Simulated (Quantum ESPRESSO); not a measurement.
Crystal: GeCN2.

```
Ge N C
1.0
     1.79379    1.03565    4.92196
    -1.79379    1.03565    4.92196
     0.00000   -2.07129    4.92196
Ge N C
1 2 1
Direct
  0.00000 0.00000 0.00000
  0.58390 0.58390 0.58390
  0.41610 0.41610 0.41610
  0.50000 0.50000 0.50000
```

The cell comes from a database or a generator and needn't be the stable form of this composition.

Base run:

- Program: Quantum ESPRESSO 7.5
- Functional: PBE
- Potentials or basis: SSSP 1.3 efficiency PBE
- Cutoff: 816 eV
- Density cutoff: 6531 eV
- k mesh: 9 × 9 × 9
- Occupations: fermi-dirac, width 0.05 eV
- Spin: no spin polarisation

Its results: band gap on the k mesh 1.12 eV, indirect (least direct gap 1.97 eV); pressure -0.3 GPa; largest force 0.033 eV/Å.

Problem. The run is repeated on the same cell with these changes: functional from PBE to LDA; potentials or basis from SSSP 1.3 efficiency PBE to GBRV 1.5 LDA; cutoff from 816 eV to 612 eV; density cutoff from 6531 eV to 4898 eV. What comes out?

Solution. Band gap on the k mesh 0.97 eV, indirect (least direct gap 1.77 eV); pressure -6.6 GPa; largest force 0.240 eV/Å.

Caveats: an odd mesh through Γ misses points on the zone boundary, where band edges often lie (some runs).

Not every run made on this cell is shown here.
